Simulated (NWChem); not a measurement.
# CF4 (tetrafluoromethane) at CAM-B3LYP/DGauss-DZVP

What is the electronic atomisation energy of CF4 (tetrafluoromethane) at CAM-B3LYP/DGauss-DZVP? 

Program for the calculation: NWChem 7.3.0.

1 further run of the same task is left out (set aside as unsound or not needed).

## (1) The molecule

CF4 has 5 atoms, charge 0, and is taken as a singlet. As SMILES, `FC(F)(F)F`. Geometry: relaxed at PBE0-D4/def2-TZVP.

Bond lengths: F1–C2 1.318 Å, C2–F3 1.318 Å, C2–F4 1.318 Å, C2–F5 1.318 Å. Angles: F1–C2–F3 109.5°, F1–C2–F4 109.5°, F1–C2–F5 109.5°, F3–C2–F4 109.5°, F3–C2–F5 109.5°, F4–C2–F5 109.5°.

## (2) A single-point energy at CAM-B3LYP/DGauss-DZVP

sp.nw reads:

```
start sp
title "CF4 CAM-B3LYP"
memory 2200 mb

geometry units angstroms noautosym nocenter noautoz
  F     -0.850100     0.025300     0.989500
  C      0.010000    -0.014700    -0.008300
  F      1.157500    -0.501300     0.420100
  F     -0.464000    -0.786000    -0.966200
  F      0.196600     1.203000    -0.476700
end

basis spherical bse
  * library DGauss-DZVP
end

dft
  xc xcamb88 1.00 lyp 0.81 vwn_5 0.19 hfexch 1.00
  cam 0.33 cam_alpha 0.19 cam_beta 0.46
  grid fine
  convergence energy 1e-08
  direct
  maxiter 100
  mulliken
  noprint "final vectors analysis"
end

task dft energy
```

Run with:

```
$ nwchem sp.nw > sp.out
```

The program printed:

```text
[...]
          Wavefunction type:  closed shell.
          No. of atoms     :     5
          No. of electrons :    42
[...]
          Charge           :     0
          Spin multiplicity:     1
[...]
          AO basis - number of functions:    70
[...]
              XC Information
              --------------
                     Hartree-Fock (Exact) Exchange  1.000
                   CAM-Becke88 Exchange Functional  1.000
                      VWN V Correlation Functional  0.190 local
              Lee-Yang-Parr Correlation Functional  0.810
[...]
 d= 0,ls=0.0,diis     1   -437.2823320732 -6.44D+02  2.13D-02  2.03D+00     1.6
[...]
 d= 0,ls=0.0,diis     7   -437.4867564735 -8.11D-09  5.83D-07  1.52D-09    10.3
         Total DFT energy =     -437.486756473499
      One electron energy =    -1017.116768051035
           Coulomb energy =      420.497338734808
    Exchange-Corr. energy =      -47.087397307097
 Nuclear repulsion energy =      206.220070149824
[...]
      Total Density - Mulliken Population Analysis
     ---------------------------------------------
    Atom       Charge   Shell Charges
 -----------   ------   -------------------------------------------------------
    1 F    9     9.16   2.00  0.99  0.90  4.07  1.20  0.01
    2 C    6     5.34   2.00  0.76  0.00  2.09  0.11  0.38
    3 F    9     9.16   2.00  0.99  0.90  4.07  1.20  0.01
    4 F    9     9.16   2.00  0.99  0.90  4.07  1.20  0.01
    5 F    9     9.16   2.00  0.99  0.90  4.07  1.20  0.01
[...]
```

Run time: 11 s. Hardware: 1 thread of AMD EPYC 9R14 (Zen 4), shared host; peak memory 0.11 GiB.

## (3) The C atom, same level

c.nw reads:

```
start c
title "C CAM-B3LYP"
memory total 2200 mb

geometry units angstroms noautosym nocenter noautoz
C      0.000000     0.000000     0.000000
end

basis spherical bse
* library DGauss-DZVP
end

dft
xc xcamb88 1.00 lyp 0.81 vwn_5 0.19 hfexch 1.00
cam 0.33 cam_alpha 0.19 cam_beta 0.46
mult 3
grid fine
convergence energy 1e-08
direct
iterations 100
mulliken
noprint "final vectors analysis"
end

task dft energy
```

Run the same way, it converges to -37.83039 Eh (log not shown).

## (4) The F atom

f.xyz reads:

```xyz
1
F
F      0.000000     0.000000     0.000000
```

f.nw reads:

```
start f
title "F"
memory 2200 mb
geometry units angstroms noautosym nocenter noautoz
 load f.xyz
end
basis spherical bse
 * library DGauss-DZVP
end
dft
 xc xcamb88 1.00 lyp 0.81 vwn_5 0.19 hfexch 1.00
 cam 0.33 cam_alpha 0.19 cam_beta 0.46
 mult 2
 grid fine
 convergence energy 1e-08
 direct
 iterations 100
 mulliken
 noprint "final vectors analysis"
end
task dft
```

Run with:

```
$ nwchem f.nw > f.out
```

The program printed:

```text
[...]
          Wavefunction type:  spin polarized.
          No. of atoms     :     1
          No. of electrons :     9
[...]
          Charge           :     0
          Spin multiplicity:     2
[...]
          AO basis - number of functions:    14
[...]
              XC Information
              --------------
                     Hartree-Fock (Exact) Exchange  1.000
                   CAM-Becke88 Exchange Functional  1.000
                      VWN V Correlation Functional  0.190 local
              Lee-Yang-Parr Correlation Functional  0.810
[...]
 d= 0,ls=0.0,diis     1    -99.7195389910 -9.97D+01  9.01D-03  3.22D-02     0.1
[...]
 d= 0,ls=0.0,diis     7    -99.7269735336 -2.68D-10  5.42D-08  8.92D-13     0.2
[...]
         Total DFT energy =      -99.726973533562
      One electron energy =     -139.133964286018
           Coulomb energy =       49.729068366961
    Exchange-Corr. energy =      -10.322077614506
 Nuclear repulsion energy =        0.000000000000
[...]
      Total Density - Mulliken Population Analysis
     ---------------------------------------------
    Atom       Charge   Shell Charges
 -----------   ------   -------------------------------------------------------
    1 F    9     9.00   2.00  1.02  0.98  3.83  1.17  0.00
     --------------------------------------------
      Spin Density - Mulliken Population Analysis
     --------------------------------------------
    Atom       Charge   Shell Charges
 -----------   ------   -------------------------------------------------------
    1 F    9     1.00  -0.00  0.02 -0.02  0.82  0.18  0.00
[...]
      <S2> =      0.7512 (Exact =     0.7500)
[...]
```

It took 0.74 s on 1 thread of AMD EPYC 9R14 (Zen 4), shared host; peak memory 0.1 GiB.

## (5) Outcome

At CAM-B3LYP/DGauss-DZVP:

```
                     quantity          value
       molecule: total energy  -437.48676 Eh
      molecule: dipole moment         0.00 D
         C atom: total energy   -37.83039 Eh
                 C atom: ⟨S²⟩          2.002
         F atom: total energy   -99.72697 Eh
                 F atom: ⟨S²⟩          0.751
electronic atomisation energy      20.367 eV
```

What this shows: Taking the molecule apart into free atoms costs 20.37 eV (1965 kJ/mol), before zero-point energy and without spin-orbit coupling. Mulliken charges (molecule) run from -0.16 on F1 to +0.66 on C2; they depend strongly on the basis.
